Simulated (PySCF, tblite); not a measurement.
# C₃H₈BO₂Si radical: geometry, infrared bands and EPR parameters

Wanted: the infrared bands and EPR parameters of C₃H₈BO₂Si radical (`OB(O[SiH3])[C@H]1[CH]C1`), by calculation.

Programs: tblite 0.8.0 and PySCF 2.14.0, with density-fitted response routines of our own. Each step states its level of theory. These are calculated values for one molecule in the gas phase, unless marked as measured. Atoms are numbered from 0 throughout.

## 1. The molecule as given

15 atoms, charge 0, multiplicity 2; geometry from: force field or distance geometry start.

Bonds of the start (Å): O0–B1 1.49, B1–O2 1.44, O2–Si3 1.72, B1–C4 1.56, C4–C5 1.52, C5–C6 1.50, C6–C4 1.49, O0–H7 0.98, Si3–H8 1.46, Si3–H9 1.44, Si3–H10 1.50, C4–H11 1.12, C5–H12 1.12, C6–H13 1.12, C6–H14 1.10.

## 2. Relaxing the molecule with GFN2-xTB

The job: settings as JSON, then the geometry in Å.

```
{"job": {"kind": "relax", "xc": "GFN2-xTB", "basis": "xTB"}, "charge": 0, "multiplicity": 2}
O      1.106000    -0.762700     1.167800
B      0.250100    -0.181200     0.095200
O      0.861300     0.826900    -0.728100
Si     2.552300     0.834800    -0.425700
C     -1.254600    -0.595100     0.141800
C     -2.140000     0.475700     0.769700
C     -2.303000     0.086100    -0.672200
H      1.347600    -1.672600     0.879800
H      3.238200     0.013300    -1.417300
H      3.115900     2.160600    -0.344000
H      2.778400     0.164000     0.891600
H     -1.456300    -1.653400     0.444800
H     -2.800600     0.035200     1.563900
H     -3.218700    -0.531400    -0.847900
H     -2.081000     0.807800    -1.469600
```

The run is started by

```
$ OMP_NUM_THREADS=1 python probes_run.py task.json out
```

One launch serves the whole session: the jobs run in the order shown.

**Question.** This job is followed by: GFN2-xTB harmonic vibrations, gas phase; UKS B3LYP, pcH-1 on B C H O Si, non-relativistic, mean-field spin-orbit, GIAO. What will the session give for the following? strongest single infrared mode (GFN2-xTB); zero-point energy (GFN2-xTB); g(iso) (B3LYP); ⟨S²⟩; largest a(iso) (averaged by class); potential on the surface of density 0.002 e/bohr³, 1st and 99th percentile.

**Answer**, as computed:

```
                                                                  quantity                  value
                                 strongest single infrared mode (GFN2-xTB)  1308 cm⁻¹, 812 km/mol
                                              zero-point energy (GFN2-xTB)          64.8 kcal/mol
                                                            g(iso) (B3LYP)                2.00269
                                                                      ⟨S²⟩     0.753 (exact 0.75)
                                        largest a(iso) (averaged by class)   13C on C5, 290.7 MHz
potential on the surface of density 0.002 e/bohr³, 1st and 99th percentile     -1.37 V and 1.99 V
```

What this shows: Over 146 steps the energy fell by 2.112 eV; of the close pairs, O0–B1 changed most, 1.490 to 1.350 Å. All 39 modes are real, so the xTB geometry is a minimum. The strongest single mode, at 1308 cm⁻¹, moves mainly B1 and O2. Unscaled tight-binding wavenumbers are off by several per cent, some by more. Its intensities can rank the bands wrongly. C5 carries the largest spin population, 0.95 e. The isotropic g lies 0.4 ppt above the free-electron value.
